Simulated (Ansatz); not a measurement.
# FH8N4Ta: the cost of one run

All numbers below are computed with Ansatz 0.2.0 (RHF/def2-SVP).

### 1 The structure to begin with

Bond lengths: Ta1–N2 2.160 Å, N2–H3 1.060 Å, N2–H4 1.060 Å, Ta1–N5 2.160 Å, N5–H6 1.060 Å, N5–H7 1.060 Å, Ta1–N8 2.160 Å, N8–H9 1.060 Å, N8–H10 1.060 Å, Ta1–N11 2.160 Å, N11–H12 1.060 Å, N11–H13 1.060 Å, Ta1–F14 1.930 Å. Angles (14 of 22 angles, heavy atoms first): N2–Ta1–N5 90.0°, N2–Ta1–N8 90.0°, N2–Ta1–N11 120.0°, N2–Ta1–F14 120.0°, N5–Ta1–N8 180.0°, N5–Ta1–N11 90.0°, N5–Ta1–F14 90.0°, N8–Ta1–N11 90.0°, N8–Ta1–F14 90.0°, N11–Ta1–F14 120.0°, Ta1–N2–H3 120.0°, Ta1–N2–H4 120.0°, Ta1–N5–H6 120.0°, Ta1–N5–H7 120.0°.

Coordinates:

```xyz
14

Ta    0.0000    0.0000    0.0000
N     2.1600    0.0000    0.0000
H     2.6900   -0.5118    0.7620
H     2.6900    0.5118   -0.7620
N     0.0000    0.0000    2.1600
H    -0.2456   -0.8845    2.6900
H     0.2456    0.8845    2.6900
N     0.0000    0.0000   -2.1600
H    -0.6116   -0.6845   -2.6900
H     0.6116    0.6845   -2.6900
N    -1.0800    1.8706    0.0000
H    -1.6414    2.1584    0.8518
H    -1.0486    2.5007   -0.8518
F    -0.9650   -1.6714    0.0000
```

### 2 Relaxing the start

input.yaml reads:

```yaml
crystal:
  periodic: [false, false, false]
  atoms:
    - { symbol: Ta, position_ang: [0.0, 0.0, 0.0] }
    - { symbol: "N", position_ang: [2.16, 0.0, 0.0] }
    - { symbol: H, position_ang: [2.69, -0.5118, 0.762] }
    - { symbol: H, position_ang: [2.69, 0.5118, -0.762] }
    - { symbol: "N", position_ang: [0.0, 0.0, 2.16] }
    - { symbol: H, position_ang: [-0.2456, -0.8845, 2.69] }
    - { symbol: H, position_ang: [0.2456, 0.8845, 2.69] }
    - { symbol: "N", position_ang: [0.0, 0.0, -2.16] }
    - { symbol: H, position_ang: [-0.6116, -0.6845, -2.69] }
    - { symbol: H, position_ang: [0.6116, 0.6845, -2.69] }
    - { symbol: "N", position_ang: [-1.08, 1.8706, 0.0] }
    - { symbol: H, position_ang: [-1.6414, 2.1584, 0.8518] }
    - { symbol: H, position_ang: [-1.0486, 2.5007, -0.8518] }
    - { symbol: F, position_ang: [-0.965, -1.6714, 0.0] }
basis:
  gaussian: { orbitals: def2-SVP }
hamiltonian:
  xc: hf
relax:
  f_tol: 0.02
  max_steps: 40
```

On the command line:

```sh
> ansatz run input.yaml --threads 2 --pin off --max-ram 3072MiB --backend cpu --events-out ev --progress --plain --runs-dir out
```

Q: Estimate wall time and peak memory on 2 threads of Arm Neoverse V1, shared host.

About 91 s, with a peak of 0.39 GiB.
